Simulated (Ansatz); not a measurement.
# H7InOSi: one species, many methods

One table from this session's results is given with a row withheld; the runs are named, their logs left out.

Computed with Ansatz 0.2.0, Gaussian basis. Level: functionals in def2-TZVPP, the program's frozen cores in correlated methods.

Plan: LDA (SPW92), PBE-D4, revPBE-D4, BLYP-D4, r2SCAN-D4, B97M-V, PBE0-D4, B3LYP-D4, r2SCANh-D4, r2SCAN0-D4, HSE06-D4, BHLYP-D4, CAM-B3LYP-D4, LC-ωPBE, ωB97X-V, ωB97M-V, B2PLYP, PBE-QIDH; CCSD(T)/def2-SVP; CCSD(T)/def2-TZVPP; MP2/def2-QZVPP; extrapolation to the limit; RPA on PBE.

## The relaxed structure

The geometry comes from an earlier relaxation with PBE0-D4 in a triple-zeta def2 set; it is a stationary point, not always the lowest conformer. In takes the def2 core potential; no spin-orbit term is included.

10 atoms, charge 0, spin multiplicity 1.

Atoms are counted from 1 here; the program's logs count them from 0.

Bond lengths: Si1–O2 1.677 Å, Si1–H4 1.476 Å, Si1–H5 1.484 Å, Si1–H6 1.482 Å, O2–In3 2.436 Å, O2–H7 0.960 Å, In3–H8 1.726 Å, In3–H9 1.735 Å, In3–H10 1.734 Å. Angles: O2–Si1–H4 105.1°, O2–Si1–H5 108.4°, O2–Si1–H6 110.5°, H4–Si1–H5 111.6°, H4–Si1–H6 111.5°, H5–Si1–H6 109.7°, Si1–O2–In3 122.2°, Si1–O2–H7 117.7°, In3–O2–H7 109.8°, O2–In3–H8 98.7°, O2–In3–H9 91.6°, O2–In3–H10 91.5°, H8–In3–H9 119.6°, H8–In3–H10 120.0°, H9–In3–H10 119.0°.

Set-up of the first run:

in.yaml reads:

```yaml
crystal:
  periodic: [false, false, false]
  atoms:
    - {symbol: Si, position_ang: [-1.228960, 0.867606, -0.658984]}
    - {symbol: O, position_ang: [0.337420, 0.269128, -0.702629]}
    - {symbol: In, position_ang: [1.199504, -1.232861, 1.010109]}
    - {symbol: H, position_ang: [-2.084766, -0.311990, -0.425158]}
    - {symbol: H, position_ang: [-1.524012, 1.505155, -1.966560]}
    - {symbol: H, position_ang: [-1.373151, 1.866400, 0.426427]}
    - {symbol: H, position_ang: [1.033472, 0.862693, -0.994818]}
    - {symbol: H, position_ang: [1.138193, -2.709375, 0.117891]}
    - {symbol: H, position_ang: [-0.098307, -0.826470, 2.086852]}
    - {symbol: H, position_ang: [2.683607, -0.341486, 1.109970]}
basis:
  gaussian: {orbitals: def2-TZVPP}
hamiltonian: {xc: lda}
output: {orbitals: {seedname: orbitals}}
```

On the command line:

```sh
$ ansatz run in.yaml --threads 4 --pin off --events-out ev --progress --plain --max-ram 10444MiB
```

Among the steps run: LDA; PBE-D4 (GGA); revPBE-D4 (GGA); BLYP-D4 (GGA); r2SCAN-D4 (meta-GGA); B97M-V (meta-GGA); PBE0-D4 (hybrid); B3LYP-D4 (hybrid); r2SCANh-D4 (hybrid); r2SCAN0-D4 (hybrid); HSE06-D4 (hybrid); BHLYP-D4 (hybrid); CAM-B3LYP-D4 (range-separated); LC-ωPBE (range-separated); ωB97X-V (range-separated); ωB97M-V (range-separated); B2PLYP (double hybrid); PBE-QIDH (double hybrid).

One table of the session follows, with a row left open; its other results are not shown here.

It belongs to the step «Frontier levels by functional». 

```
  functional  HOMO (eV)  gap (eV)
 LDA (SPW92)      -6.47      4.29
      PBE-D4      -6.39      4.46
   revPBE-D4      -6.35      4.54
     BLYP-D4          ?         ?
   r2SCAN-D4      -6.68      5.16
      B97M-V      -6.79      4.95
     PBE0-D4      -7.56      6.45
    B3LYP-D4      -7.38      6.03
  r2SCANh-D4      -7.11      5.86
  r2SCAN0-D4      -7.76      6.89
    HSE06-D4      -7.16      5.69
    BHLYP-D4      -8.67      8.30
CAM-B3LYP-D4      -8.93      8.67
     LC-ωPBE     -10.28     11.14
     ωB97X-V      -9.94     10.67
     ωB97M-V      -9.77     10.14
```

Q: Estimate the row for BLYP-D4 from the others.

Worked estimate for «HOMO (eV)». Against the share of exact exchange, B3LYP-D4 (0.2, -7.38), BHLYP-D4 (0.5, -8.67) give a slope of -4.30 per unit share; at 0 the line stands at -6.52.

The run gave: HOMO (eV): -6.30; gap (eV): 4.46. In «HOMO (eV)» the line misses by -0.22.
